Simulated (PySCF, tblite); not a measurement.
# C₃H₉NSi₂: a rotation path, then NMR shifts on frames

How do NMR shifts of C₃H₉NSi₂ (`C#C[Si@@H]([SiH3])NC`) change as the atoms move?

Programs: tblite 0.8.0 and PySCF 2.14.0, with density-fitted response routines of our own. Each step states its level of theory. These are calculated values for one molecule in the gas phase, unless marked as measured. Atoms are numbered from 0 throughout.

### Step 1. The starting structure

15 atoms, charge 0, multiplicity 1; geometry from: GFN2-xTB.

Bonds of the start (Å): C0–C1 1.20, C1–Si2 1.87, Si2–Si3 2.31, Si2–N4 1.73, N4–C5 1.44, C0–H6 1.05, Si2–H7 1.47, Si3–H8 1.47, Si3–H9 1.47, Si3–H10 1.47, N4–H11 1.01, C5–H12 1.09, C5–H13 1.10, C5–H14 1.09.

### Step 2. The rotation path with GFN2-xTB

The job: settings as JSON, then the geometry in Å.

```
{"job": {"kind": "neb", "xc": "GFN2-xTB", "basis": "xTB", "atoms": [1, 2, 4, 5], "turn": 120}, "charge": 0, "multiplicity": 1}
C     -0.464675     2.830466     1.313976
C     -0.272060     1.985844     0.478864
Si     0.047157     0.626873    -0.760186
Si     2.099062    -0.324881    -0.298275
N     -1.164244    -0.603706    -0.764861
C     -1.285613    -1.627718     0.243280
H     -0.631957     3.579994     2.034468
H     -0.148621     1.255499    -2.076580
H      3.185717     0.585015    -0.671640
H      2.337767    -1.579558    -1.019992
H      2.288044    -0.637775     1.124558
H     -2.066540    -0.362387    -1.147948
H     -1.798027    -2.500453    -0.168529
H     -1.840362    -1.287606     1.126303
H     -0.290063    -1.931617     0.564651
```

Level: GFN2-xTB climbing-image nudged elastic band, gas phase.

Command:

```bash
OMP_NUM_THREADS=1 python probes_run.py task.json out
```

One launch serves the whole session: the jobs run in the order shown.

The log of the run:

```text
image   E - E0 / eV
  0      -0.0000
  1       0.0112
  2       0.0441
  3       0.0844
  4       0.1095
  5       0.1019
  6       0.0674
  7       0.0327
  8       0.0042
```

Wall time 4.2 s (1 thread of Arm Neoverse V1, shared host); peak memory 0.18 GiB.

The final band, with the dihedral C1–Si2–N4–C5:

| image | dihedral (°) | energy (eV) | energy (kcal/mol) |
| --- | --- | --- | --- |
| 0 | -76 | 0.000 | 0.0 |
| 1 | -60 | 0.011 | 0.3 |
| 2 | -45 | 0.044 | 1.0 |
| 3 | -30 | 0.084 | 1.9 |
| 4 | -12 | 0.110 | 2.5 |
| 5 | 7 | 0.102 | 2.3 |
| 6 | 25 | 0.067 | 1.6 |
| 7 | 42 | 0.033 | 0.8 |
| 8 | 52 | 0.004 | 0.1 |

### Step 3. NMR shieldings: image 0, PBE0/pcSseg-1

The job: settings as JSON, then the geometry in Å.

```
{"job": {"kind": "nmr", "xc": "PBE0", "basis": "pcSseg-1", "pop": false}, "charge": 0, "multiplicity": 1}
C     -0.464700     2.830500     1.314000
C     -0.272100     1.985800     0.478900
Si     0.047200     0.626900    -0.760200
Si     2.099100    -0.324900    -0.298300
N     -1.164200    -0.603700    -0.764900
C     -1.285600    -1.627700     0.243300
H     -0.632000     3.580000     2.034500
H     -0.148600     1.255500    -2.076600
H      3.185700     0.585000    -0.671600
H      2.337800    -1.579600    -1.020000
H      2.288000    -0.637800     1.124600
H     -2.066500    -0.362400    -1.147900
H     -1.798000    -2.500500    -0.168500
H     -1.840400    -1.287600     1.126300
H     -0.290100    -1.931600     0.564700
```

With the program's defaults for keys left out, this is: GIAO PBE0/pcSseg-1 NMR shielding, non-relativistic, gas phase.

The log of the run:

```text
coarse grid: 13152 points
cycle   1  E = -752.8284166108  dE =  3.911e-01  |g| = 4.746e-01  |ddm| = 3.488e+00
cycle   2  E = -752.8090687075  dE =  1.935e-02  |g| = 5.605e-01  |ddm| = 1.085e+00
cycle   3  E = -752.8813012881  dE = -7.223e-02  |g| = 1.018e-01  |ddm| = 5.839e-01
cycle   4  E = -752.8832337013  dE = -1.932e-03  |g| = 4.576e-02  |ddm| = 1.057e-01
cycle   5  E = -752.8836940607  dE = -4.604e-04  |g| = 1.961e-02  |ddm| = 4.420e-02
cycle   6  E = -752.8837859804  dE = -9.192e-05  |g| = 3.458e-03  |ddm| = 1.695e-02
cycle   7  E = -752.8837889680  dE = -2.988e-06  |g| = 4.224e-04  |ddm| = 4.132e-03
final grid: 116816 points
cycle   8  E = -752.9165550326  dE = -2.206e-05  |g| = 6.349e-03  |ddm| = 2.547e-02
cycle   9  E = -752.9165509421  dE =  4.090e-06  |g| = 7.657e-03  |ddm| = 1.266e-02
cycle  10  E = -752.9165647040  dE = -1.376e-05  |g| = 9.114e-04  |ddm| = 6.955e-03
cycle  11  E = -752.9165648813  dE = -1.773e-07  |g| = 2.277e-04  |ddm| = 9.713e-04
cycle  12  E = -752.9165648910  dE = -9.689e-09  |g| = 8.185e-05  |ddm| = 2.053e-04
cycle  13  E = -752.9165648922  dE = -1.177e-09  |g| = 4.372e-05  |ddm| = 7.890e-05
cycle  14  E = -752.9165648927  dE = -4.859e-10  |g| = 6.296e-06  |ddm| = 3.787e-05
converged SCF energy = -752.9165648927

GIAO shielding tensors (ppm)
atom      isotropic    diamagn.    paramagn.     s11        s22        s33       span
  0 C       83.976     260.918    -176.942      4.990      9.223    237.717    232.727
  1 C       95.396     263.810    -168.414     -5.584      0.541    291.230    296.814
  2 Si     402.137     880.302    -478.164    346.221    387.860    472.332    126.111
  3 Si     468.545     880.312    -411.767    450.413    471.835    483.387     32.974
  4 N      243.791     322.514     -78.723    220.081    231.962    279.330     59.249
  5 C      152.546     244.696     -92.150    132.486    140.953    184.199     51.713
  6 H       29.683      33.462      -3.779     24.872     24.921     39.257     14.385
  7 H       26.616      28.572      -1.956     23.202     25.126     31.520      8.318
  8 H       28.353      28.478      -0.125     25.114     25.972     33.972      8.858
  9 H       28.265      28.968      -0.703     24.695     26.091     34.009      9.313
 10 H       28.035      29.498      -1.463     25.082     26.307     32.716      7.633
 11 H       31.428      31.845      -0.417     22.005     29.993     42.286     20.281
 12 H       28.700      27.864       0.836     23.736     26.357     36.008     12.273
 13 H       28.616      29.515      -0.899     23.602     26.851     35.396     11.793
 14 H       29.367      30.676      -1.310     24.737     29.577     33.785      9.047
```

Run time: 16 s. Hardware: 1 thread of Arm Neoverse V1, shared host; peak memory 0.74 GiB.

The references, computed at this level on geometries of the same kind, shield at (ppm): ¹H TMS 31.72, ¹³C TMS 186.9, ²⁹Si TMS 349.2, ¹⁵N NH3 267.7. Their shielding less the atom's gives the shift. The references are single molecules in the gas phase, so shifts against H2O, NH3, PH3, H3PO4 or CFCl3 are not on the usual liquid scales and can be off by tens of ppm. Each atom is listed at this fixed geometry, with no averaging over motion; a spectrum would average atoms that exchange fast.

| atoms | environment | σ (ppm) | δ (ppm) |
| --- | --- | --- | --- |
| C0 | terminal alkyne carbon | 84.0 | 102.9 |
| C1 | alkyne carbon | 95.4 | 91.5 |
| C5 | methyl carbon bonded to N | 152.5 | 34.4 |
| H7 | hydrogen on a silicon bonded to C, N, Si | 26.62 | 5.10 |
| H10 | hydrogen on a silicon bonded to Si | 28.03 | 3.68 |
| H9 | hydrogen on a silicon bonded to Si | 28.26 | 3.45 |
| H8 | hydrogen on a silicon bonded to Si | 28.35 | 3.36 |
| H13 | hydrogen on a methyl carbon bonded to N | 28.62 | 3.10 |
| H12 | hydrogen on a methyl carbon bonded to N | 28.70 | 3.02 |
| H14 | hydrogen on a methyl carbon bonded to N | 29.37 | 2.35 |
| H6 | hydrogen on a terminal alkyne carbon | 29.68 | 2.03 |
| H11 | hydrogen on a nitrogen bonded to C, Si | 31.43 | 0.29 |
| Si2 | silicon bonded to C, N, Si, H | 402.1 | -53.0 |
| Si3 | silicon bonded to Si, 3 H | 468.5 | -119.4 |
| N4 | nitrogen bonded to C, Si, H | 243.8 | 23.9 |

### Step 4. Nuclear shieldings: image 2, PBE0/pcSseg-1

The job: settings as JSON, then the geometry in Å.

```
{"job": {"kind": "nmr", "xc": "PBE0", "basis": "pcSseg-1", "pop": false}, "charge": 0, "multiplicity": 1}
C     -0.473400     2.587600     1.445900
C     -0.275700     1.815300     0.544600
Si     0.100600     0.554200    -0.776300
Si     2.232500    -0.275200    -0.441000
N     -1.030900    -0.753700    -0.804200
C     -1.486900    -1.437100     0.380900
H     -0.646500     3.280000     2.220300
H     -0.151500     1.243600    -2.052700
H      3.240300     0.727200    -0.804200
H      2.520200    -1.458700    -1.259100
H      2.511700    -0.662900     0.947200
H     -1.740300    -0.750000    -1.520600
H     -1.802600    -2.454600     0.138900
H     -2.329000    -0.919800     0.856900
H     -0.672800    -1.488000     1.101400
```

Method: GIAO PBE0/pcSseg-1 NMR shielding, non-relativistic, gas phase.

The log of the run:

```text
coarse grid: 13152 points
cycle   1  E = -752.8274180405  dE =  3.856e-01  |g| = 4.751e-01  |ddm| = 3.482e+00
cycle   2  E = -752.8061219721  dE =  2.130e-02  |g| = 5.681e-01  |ddm| = 1.102e+00
cycle   3  E = -752.8802058592  dE = -7.408e-02  |g| = 1.021e-01  |ddm| = 6.264e-01
cycle   4  E = -752.8821350155  dE = -1.929e-03  |g| = 4.690e-02  |ddm| = 1.083e-01
cycle   5  E = -752.8826240305  dE = -4.890e-04  |g| = 1.953e-02  |ddm| = 4.476e-02
cycle   6  E = -752.8827151382  dE = -9.111e-05  |g| = 3.419e-03  |ddm| = 1.698e-02
cycle   7  E = -752.8827180751  dE = -2.937e-06  |g| = 4.549e-04  |ddm| = 4.075e-03
final grid: 116816 points
cycle   8  E = -752.9157077383  dE = -2.089e-05  |g| = 6.391e-03  |ddm| = 2.385e-02
cycle   9  E = -752.9157034727  dE =  4.266e-06  |g| = 7.734e-03  |ddm| = 1.355e-02
cycle  10  E = -752.9157176041  dE = -1.413e-05  |g| = 8.796e-04  |ddm| = 7.482e-03
cycle  11  E = -752.9157177666  dE = -1.625e-07  |g| = 2.186e-04  |ddm| = 9.287e-04
cycle  12  E = -752.9157177762  dE = -9.565e-09  |g| = 5.127e-05  |ddm| = 1.897e-04
cycle  13  E = -752.9157177764  dE = -2.635e-10  |g| = 3.854e-05  |ddm| = 6.079e-05
cycle  14  E = -752.9157177768  dE = -3.681e-10  |g| = 7.199e-06  |ddm| = 3.095e-05
converged SCF energy = -752.9157177768

GIAO shielding tensors (ppm)
atom      isotropic    diamagn.    paramagn.     s11        s22        s33       span
  0 C       82.617     260.711    -178.094      0.595      7.860    239.396    238.801
  1 C       97.063     263.803    -166.740     -2.345      3.233    290.302    292.647
  2 Si     402.747     880.359    -477.612    344.969    398.272    465.000    120.030
  3 Si     467.685     880.050    -412.365    443.713    474.746    484.596     40.883
  4 N      255.904     322.511     -66.608    222.453    250.530    294.728     72.275
  5 C      154.852     243.869     -89.017    132.397    147.516    184.644     52.247
  6 H       29.635      33.341      -3.706     24.761     24.840     39.305     14.543
  7 H       26.517      28.697      -2.180     23.787     24.693     31.069      7.282
  8 H       28.418      28.404       0.015     25.080     26.179     33.996      8.917
  9 H       28.381      28.760      -0.379     24.852     26.195     34.096      9.244
 10 H       28.078      29.221      -1.142     25.025     26.534     32.676      7.651
 11 H       31.657      31.939      -0.282     21.827     29.987     43.156     21.329
 12 H       28.877      28.053       0.824     23.870     26.583     36.178     12.308
 13 H       28.655      29.045      -0.390     23.705     26.817     35.443     11.738
 14 H       29.272      30.766      -1.495     25.349     28.321     34.144      8.795
```

Run time: 16 s. Hardware: 1 thread of Arm Neoverse V1, shared host; peak memory 0.76 GiB.

This run: δ C0 104.3, C1 89.9, C5 32.1, Si2 -53.6, H7 5.20, H10 3.64 ppm.

(Part 1 of 2 ends here.)
